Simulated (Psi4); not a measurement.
# Two attempts at triplet CuCl

Aim: a single-point energy of triplet CuCl at UCCSD/cc-pVTZ.

Program for the calculation: Psi4 1.11.

## (1) Starting point

The species is CuCl (2 atoms), meant as a triplet with charge 0. As SMILES of the parent species, `[Cl][Cu]`. The shape is that of a PBE0-D4/def2-TZVP optimisation. That shape belongs to the parent species and isn't relaxed for this state.

Bond lengths: Cl1–Cu2 2.076 Å.

## (2) Try one

Input file calc.inp:

```
memory 1.6 GB

molecule system {
  0 3
  Cl
  Cu 1 2.075996
  units angstrom
  symmetry c1
}

set {
  reference uhf
  puream true
  e_convergence 1e-09
  d_convergence 1e-08
  scf_type pk
  num_frozen_docc 10
  maxiter 100
}

E = energy('ccsd/cc-pVTZ')
print_variables()
```

Launch:

```sh
$ psi4 -n 1 calc.inp calc.out
```

calc.out:

```text
Psi4 1.11 release

   => Loading Basis Set <=

    Name: CC-PVTZ
    Role: ORBITAL
    Keyword: BASIS

         ---------------------------------------------------------
                                   SCF
                              UHF Reference
                        1 Threads,   1525 MiB Core
         ---------------------------------------------------------

  ==> Geometry <==

    Molecular point group: c1
    Full point group: C_inf_v

    Geometry (in Angstrom), charge = 0, multiplicity = 3:

       Center              X                  Y                   Z               Mass
    ------------   -----------------  -----------------  -----------------  -----------------
         CL           0.000000000000     0.000000000000    -1.334460276050    34.968852682000
         CU           0.000000000000     0.000000000000     0.741535723950    62.929597720000

[... 77 lines left out ...]
                        Total Energy        Delta E     RMS |[F,P]|
[... 4 lines left out ...]
   @UHF iter   3: -2098.26848285043980   -3.85617e+01   8.06783e-03 DIIS/ADIIS
[... 3 lines left out ...]
   @UHF iter   7: -2098.41483532403709   -1.10395e-03   2.02350e-04 DIIS/ADIIS
[... 4 lines left out ...]
   @UHF iter  92: -2098.41279825280390   -4.58141e-04   2.53319e-04 DIIS/ADIIS
[... 3 lines left out ...]
   @UHF iter  96: -2098.41241503704578    1.36388e-03   2.45911e-04 DIIS/ADIIS
[... 3 lines left out ...]
   @UHF iter 100: -2098.41265496550795    2.29921e-03   2.47811e-04 DIIS/ADIIS
[... 1 line left out ...]
PsiException: Could not converge SCF iterations in 100 iterations.

  Failed to converge.

psi4.driver.p4util.exceptions.SCFConvergenceError: Could not converge SCF iterations in 100 iterations.

Printing out the relevant lines from the Psithon --> Python processed input file:
    core.set_global_option("E_CONVERGENCE", 1e-09)
    core.set_global_option("D_CONVERGENCE", 1e-08)
    core.set_global_option("SCF_TYPE", "pk")
    core.set_global_option("NUM_FROZEN_DOCC", 10)
    core.set_global_option("MAXITER", 100)
--> E = energy('ccsd/cc-pVTZ')
    print_variables()

!-------------------------------------------------------!
!                                                       !
!  Could not converge SCF iterations in 100 iterations. !
!                                                       !
!-------------------------------------------------------!

    Psi4 run time: 0:04:43.10
```

Run time: 4.8 min. Hardware: 1 thread of AMD EPYC 7R43 (Zen 3), shared host; peak memory 1.4 GiB.

## (3) What went wrong

No converged result was reached.

The log says `Could not converge SCF iterations in 100 iterations.`. The sound input adds `soscf true`, `soscf_start_convergence 0.001`. These settings are changed for another try; the log doesn't prove which change is needed.

## (4) Second attempt

calc.inp: that of step 2 with these lines changed.

```diff
@@ -18,2 +18,4 @@
   maxiter 100
+  soscf true
+  soscf_start_convergence 0.001
 }
```

Launch:

```sh
$ psi4 -n 1 calc.inp calc.out
```

calc.out:

```text
[...]
  Running in c1 symmetry.
[...]
  Nuclear repulsion =  125.667084551372000
[...]
  Multiplicity = 3
[...]
  Nalpha       = 24
  Nbeta        = 22
[...]
    Number of basis functions: 102
[...]
   @UHF iter   1: -2095.54396480323021   -4.43684e-01   4.08203e-02 ADIIS/DIIS
[...]
   @UHF iter  19: -2098.52125272781086   -3.45608e-11   8.04689e-09 SOSCF, nmicro=conv
[...]
   @S^2 Observed:                2.003285021E+00
[...]
    Orbital Energies [Eh]
    ---------------------
    Alpha Occupied:
       1A   -329.080979     2A   -104.797176     3A    -41.152580
       4A    -35.961655     5A    -35.959844     6A    -35.918315
       7A    -10.524274     8A     -7.991952     9A     -7.989977
      10A     -7.989173    11A     -5.364741    12A     -3.702022
      13A     -3.701232    14A     -3.614879    15A     -1.062727
      16A     -0.891224    17A     -0.828767    18A     -0.800118
      19A     -0.799038    20A     -0.787000    21A     -0.505393
      22A     -0.446351    23A     -0.442589    24A     -0.311697
    Alpha Virtual:
      25A      0.039319    26A      0.044660    27A      0.099966
[...]
  @UHF Final Energy: -2098.52125272781086
   => Energetics <=
    Nuclear Repulsion Energy =            125.6670845513719996
    One-Electron Energy =               -3169.2178136167221965
    Two-Electron Energy =                 945.0294763375393359
    Total Energy =                      -2098.5212527278108610
  UHF NO Occupations:
  HONO-2 :   22  A 1.9995504
  HONO-1 :   23  A 1.0000000
[...]
 Multipole Moments:
 ------------------------------------------------------------------------------------
     Multipole            Electronic (a.u.)      Nuclear  (a.u.)        Total (a.u.)
 ------------------------------------------------------------------------------------
 L = 1.  Multiply by 2.5417464519 to convert [e a0] to [Debye]
 Dipole X            :         -0.0000000            0.0000000           -0.0000000
 Dipole Y            :          0.0000000            0.0000000            0.0000000
 Dipole Z            :          3.2201138           -2.2323121            0.9878017
 Magnitude           :                                                    0.9878017
[...]
      * MP2 total energy                      = -2099.482101336541746
[...]
      * CCSD total energy                     = -2099.439691662315454
[...]
```

Wall time 12 min (1 thread of AMD EPYC 7R43 (Zen 3), shared host); peak memory 1.4 GiB.

## (5) Summary of results

Level: UCCSD/cc-pVTZ.

| quantity | value |
| --- | --- |
| total energy | -2099.43969 Eh |
| HOMO energy (Hartree–Fock orbitals) (highest over α and β) | -8.48 eV |
| LUMO energy (Hartree–Fock orbitals) (lowest over α and β) | 0.09 eV |
| correlation energy (10 core orbitals frozen) | -918.4 mEh |
| ⟨S²⟩ of the reference determinant | 2.003 |
| T1 diagnostic | 0.051 |

In words: The T1 diagnostic of 0.051 is above the customary mark for such species, so a single reference may not serve.
